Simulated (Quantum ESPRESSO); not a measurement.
**AgRh under changes of volume**

One of the cells (16.064 Å³/atom); the others are scaled copies at fixed shape and fractional positions:

```
Ag Rh
1.0
     2.77759    0.00000    0.00000
    -1.38879    2.40546    0.00000
     0.00000    0.00000    4.80860
Ag Rh
1 1
Direct
  0.00000 0.00000 0.50000
  0.66667 0.33333 0.00000
```

The cell comes from a database or a generator and needn't be the stable form of this composition.

```yaml
Program: Quantum ESPRESSO 7.5
Functional: PBE
Potentials_or_basis: SSSP 1.3 efficiency PBE
Cutoff: 816 eV
Density_cutoff: 3265 eV
k_mesh: 11 × 11 × 6
Occupations: fermi-dirac, width 0.05 eV
Spin: no spin polarisation
```

```tsv
volume (Å³/atom)	energy over the lowest point (meV/atom)	pressure (GPa)
15.100	16.93	7.9
15.421	4.67	3.9
15.743	0.00	0.4
16.064	2.00	-2.7
16.385	9.82	-5.4
16.707	22.76	-7.8
17.028	?	?
```

**Question.** What does the run at 17.028 Å³/atom give?

**Answer.** Energy over the lowest point 40.16 meV/atom; pressure -9.9 GPa.

Worked out: A Birch-Murnaghan fit of order 3 (a polynomial in V^(-2/3)) to the other rows has its minimum at 15.80 Å³/atom with B0 = V·E''(V) = 159 GPa and B' = 5.6 at fixed shape and positions, which overstates the stiffness. It gives 40.11 meV/atom at 17.028 Å³/atom, against the run's 40.16, and -dE/dV = -9.7 GPa, against -9.9.

Energies are extrapolated to zero smearing.
